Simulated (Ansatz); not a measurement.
CsLiCr2Te2S3:

```
Cs Li Cr Te S
1.0
     7.05684    0.00000    0.00000
     0.00000    3.98060    0.00000
    -2.67333    0.00000    8.68168
Cs Li Cr Te S
1 1 2 2 3
Direct
  0.07739 0.00000 0.37706
  0.86424 0.50000 0.78883
  0.12646 0.00000 0.94616
  0.59290 0.50000 0.97165
  0.50838 0.00000 0.15270
  0.55612 0.00000 0.74893
  0.87426 0.00000 0.68502
  0.25176 0.50000 0.84402
  0.96294 0.50000 0.05357
```

The cell was built by a generator and needn't be a form met in nature.

| Item | Value |
| --- | --- |
| Program | Ansatz 0.2.0 |
| Task | relaxation of cell and atoms |
| Functional | PBEsol |
| Dispersion | D3(BJ) |
| Potentials or basis | Ansatz PAW |
| Cutoff | 420 eV (not typed: the program's choice for these potentials) |
| k mesh | 3 × 5 × 3 |
| Occupations | fermi-dirac, width 0.05 eV |
| Spin | collinear spin, ferromagnetic start |
| Starting moments | [0.0, 0.0, 3.0, 3.0, 0.0, 0.0, 0.0, 0.0, 0.0] μB |

At the start: volume 27.10 Å³/atom.

Q: How do energy, volume and symmetry change on relaxing?

A: It ends after 9 steps and the volume is 23.63 Å³/atom (-12.8 %); space group Pm (No. 6, to 0.05 Å); moment 5.99 μB per cell.

The path:
| step | energy change (eV) | largest force (eV/Å) | volume (Å³) |
| --- | --- | --- | --- |
| 1 | 0.0000 | 0.3531 | 243.87 |
| 2 | -0.2301 | 0.6200 | 221.56 |
| 3 | -0.3197 | 0.2832 | 214.49 |
| 4 | -0.3362 | 0.2191 | 213.23 |
| 5 | -0.3420 | 0.0494 | 213.28 |
| 6 | -0.3436 | 0.0262 | 212.97 |
| 7 | -0.3440 | 0.0187 | 212.64 |
| 8 | -0.3440 | 0.0066 | 212.69 |
| 9 | -0.3411 | 0.0067 | 212.69 |

Final structure:
```
CELL_PARAMETERS angstrom
6.87779 0.00000 -0.05612
0.00000 3.83868 0.00000
-2.67455 0.00000 8.07778
ATOMIC_POSITIONS crystal
Cs 0.08546 0.00000 0.38563
Li 0.84861 0.50000 0.78116
Cr 0.12634 0.00000 0.94312
Cr 0.60009 0.50000 0.98050
Te 0.51429 0.00000 0.17087
Te 0.54975 0.00000 0.74427
S 0.86599 0.00000 0.66879
S 0.25046 0.50000 0.83420
S 0.97346 0.50000 0.05940
```

Caveat: the plane-wave basis is chosen anew once the cell has moved, so the energies of steps on either side of that aren't comparable; only a ferromagnetic start was run, and an antiferromagnetic order may lie lower in energy; the PAW data sets come from PBE, with cores solved anew for the run's functional, which leaves a small shift of forces and pressure.
